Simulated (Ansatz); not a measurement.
# Molecular dynamics of WC

input.yaml

```yaml
accuracy: low
crystal:
  lattice:
    - [-2.987264, -5.174093, 0.0]
    - [4.480896, -2.587046, 0.0]
    - [0.0, 0.0, 5.842499]
  atoms:
    - { symbol: W, position: [0.75, 0.5, 0.0] }
    - { symbol: C, position: [0.5, 0.6666667, 0.25] }
    - { symbol: W, position: [0.75, 0.5, 0.5] }
    - { symbol: C, position: [0.5, 0.6666667, 0.75] }
    - { symbol: W, position: [0.5, 0.0, 0.0] }
    - { symbol: C, position: [0.25, 0.1666667, 0.25] }
    - { symbol: W, position: [0.5, 0.0, 0.5] }
    - { symbol: C, position: [0.25, 0.1666667, 0.75] }
    - { symbol: W, position: [0.25, 0.5, 0.0] }
    - { symbol: C, position: [0.0, 0.6666667, 0.25] }
    - { symbol: W, position: [0.25, 0.5, 0.5] }
    - { symbol: C, position: [0.0, 0.6666667, 0.75] }
    - { symbol: W, position: [0.0, 0.0, 0.0] }
    - { symbol: C, position: [0.75, 0.1666667, 0.25] }
    - { symbol: W, position: [0.0, 0.0, 0.5] }
    - { symbol: C, position: [0.75, 0.1666667, 0.75] }
basis:
  ecutwfc: 420.0
kpoints:
  mp_grid: { grid: [2, 2, 2] }
hamiltonian:
  xc: lda
  pseudopotentials: { kind: paw, azcp: { folder: soft_1 } }
scf:
  occupations: { method: fermi_dirac, width: 0.36 }
  lower_state_search: "off"
md:
  timestep: 1.12
  n_steps: 160
  ensemble: nvt_langevin
  temperature: 4200.0
  initial_velocities: maxwell_boltzmann
  seed: 691502
  friction: 0.02
```

Launched with:

```bash
$ ansatz run input.yaml --threads 1 --pin off --max-ram 3072MiB --backend cpu --events-out ev --progress --plain --runs-dir out
```

It starts from a structure without forces on its atoms.

Output, in part (step lines):

```
md step     0: t =     0.00 fs  T =  3937.5 K  F+E_penalty+E_count = -82991.36609842 eV  E_kin = 8.143380 eV  (8 SCF iters)
md step     1: t =     1.12 fs  T =  3666.3 K  F+E_penalty+E_count = -82991.30391192 eV  E_kin = 7.582531 eV  (7 SCF iters)
md step     2: t =     2.24 fs  T =  3831.3 K  F+E_penalty+E_count = -82991.11474107 eV  E_kin = 7.923747 eV  (7 SCF iters)
md step     3: t =     3.36 fs  T =  3472.2 K  F+E_penalty+E_count = -82990.81864393 eV  E_kin = 7.181122 eV  (7 SCF iters)
md step     4: t =     4.48 fs  T =  3280.7 K  F+E_penalty+E_count = -82990.45922608 eV  E_kin = 6.784939 eV  (6 SCF iters)
md step     5: t =     5.60 fs  T =  3158.4 K  F+E_penalty+E_count = -82990.05780102 eV  E_kin = 6.532025 eV  (5 SCF iters)
md step     6: t =     6.72 fs  T =  2590.0 K  F+E_penalty+E_count = -82989.65032882 eV  E_kin = 5.356575 eV  (5 SCF iters)
md step     7: t =     7.84 fs  T =  2489.1 K  F+E_penalty+E_count = -82989.26761668 eV  E_kin = 5.147842 eV  (6 SCF iters)
[... lines left out ...]
md step   159: t =   178.08 fs  T =  3237.0 K  F+E_penalty+E_count = -82981.41823144 eV  E_kin = 6.694693 eV  (6 SCF iters)
md step   160: t =   179.20 fs  T =  3815.3 K  F+E_penalty+E_count = -82981.28437133 eV  E_kin = 7.890674 eV  (7 SCF iters)
```

The steps, from the saved trajectory:

| time (fs) | T (K) | potential energy less start (eV) |
| --- | --- | --- |
| 0 | 3938 | 0.000 |
| 5.6 | 3158 | 1.308 |
| 11.2 | 2161 | 3.181 |
| 16.8 | 2607 | 4.370 |
| 22.4 | 2567 | 5.076 |
| 28 | 2721 | 5.255 |
| 33.6 | 3178 | 4.817 |
| 39.2 | 3108 | 5.972 |
| 44.8 | 2741 | 6.810 |
| 50.4 | 3006 | 7.021 |
| 56 | 3332 | 6.445 |
| 61.6 | 4039 | 6.163 |
| 67.2 | 3108 | 7.407 |
| 72.8 | 2915 | 7.547 |
| 78.4 | 2564 | 7.441 |
| 84 | 3346 | 7.170 |
| 89.6 | 4157 | 6.245 |
| 95.2 | 3812 | 6.425 |
| 100.8 | 3397 | 6.546 |
| 106.4 | 3290 | 5.719 |
| 112 | 3505 | 6.038 |
| 117.6 | 3235 | 6.030 |
| 123.2 | 3132 | 5.177 |
| 128.8 | 3243 | 5.246 |
| 134.4 | 3524 | 5.873 |
| 140 | 2633 | 5.787 |
| 145.6 | 4262 | 4.780 |
| 151.2 | 4612 | 4.810 |
| 156.8 | 4347 | 6.031 |
| 162.4 | 3186 | 8.096 |
| 168 | 2977 | 9.074 |
| 173.6 | 3859 | 9.278 |
| 179.2 | 3815 | 10.082 |

All steps were run. The mean temperature of the second half is 16 % below the set value. A run of 0.18 ps of so small a system gives no equilibrium averages. Limits of this set-up: coarse k mesh, PAW files made for another functional, low accuracy level.

Mean squared displacements from the first frame to the last, about the centre of mass: W 0.07 Å², C 0.18 Å².

Last frame:

```xyz
16
Lattice="-2.9873 -5.1741 0.0000 4.4809 -2.5870 0.0000 0.0000 0.0000 5.8425" Properties=species:S:1:pos:R:3
W -0.143 -4.609 -0.011
C 1.532 -4.055 1.151
W -0.127 -5.067 2.763
C 1.515 -4.337 3.825
W -1.935 -2.381 -0.469
C -0.363 -1.832 1.103
W -1.689 -2.611 2.613
C -0.392 -1.270 3.813
W 1.404 -2.199 -0.318
C 2.837 -2.218 1.136
W 1.489 -2.363 2.460
C 2.660 -1.181 4.401
W -0.319 0.091 -0.344
C -1.469 -4.469 1.221
W 0.012 0.245 2.482
C -1.555 -4.215 4.056
```

Run time: 16 min on 1 thread of Intel(R) Xeon(R) Platinum 8175M CPU @ 2.50GHz (Skylake/Cascade Lake), on a shared host, peak memory 0.63 GiB.
